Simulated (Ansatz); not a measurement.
# Ca3SiS: the cost of one run

Program: Ansatz 0.2.0. Level of theory: DFT PBE, scalar-relativistic, plane waves, PAW. These are calculated values, not measurements.

## Step 1: Starting point

The structure is cubic, space group Pm-3m (No. 221). Conventional cell: a = 5.114 Å, b = 5.114 Å, c = 5.114 Å, α = 90.00°, β = 90.00°, γ = 90.00°. Around Ca (site symmetry 4/mmm) lie 2 Si at 2.56 Å and 8 Ca at 3.62 Å and 4 S at 3.62 Å. Around Si (site symmetry m-3m) lie 6 Ca at 2.56 Å. S (site symmetry m-3m) has 12 Ca at 3.62 Å as nearest neighbours.

Structure file:

```
Ca Si S
1.0
     5.11428    0.00000    0.00000
     0.00000    5.11428    0.00000
     0.00000    0.00000    5.11428
Ca Si S
3 1 1
Direct
  0.00000 0.50000 0.50000
  0.50000 0.00000 0.50000
  0.50000 0.50000 0.00000
  0.50000 0.50000 0.50000
  0.00000 0.00000 0.00000
```

The cell is invented: random cell by space group and Wyckoff sites (Pm-3m, No. 221). Lengths come from tabulated atomic sizes and are only a guess.

## Step 2: A first look at the guess

Input file input.yaml:

```yaml
crystal:
  lattice:
    - [5.1142777, 0.0, 0.0]
    - [0.0, 5.1142777, 0.0]
    - [0.0, 0.0, 5.1142777]
  atoms:
    - { symbol: Ca, position: [0.0, 0.5, 0.5] }
    - { symbol: Ca, position: [0.5, 0.0, 0.5] }
    - { symbol: Ca, position: [0.5, 0.5, 0.0] }
    - { symbol: Si, position: [0.5, 0.5, 0.5] }
    - { symbol: S, position: [0.0, 0.0, 0.0] }
basis:
  ecutwfc: 420
kpoints:
  mp_grid: { grid: [4, 4, 4] }
hamiltonian:
  xc: pbe
scf:
  occupations: { method: gaussian, width: 0.1 }
  lower_state_search: "off"
output:
  forces: true
  stress: true
  eigenvalues: true
```

The run is started by

```
$ ansatz run input.yaml --threads 1 --pin off --max-ram 2560MiB --backend cpu --events-out ev --progress --plain --runs-dir out
```

Q: Estimate wall time and peak memory on 1 thread of Intel Xeon Platinum 8375C at 2.90GHz (Ice Lake), shared host.

About 1.6 s, with a peak of 0.42 GiB.
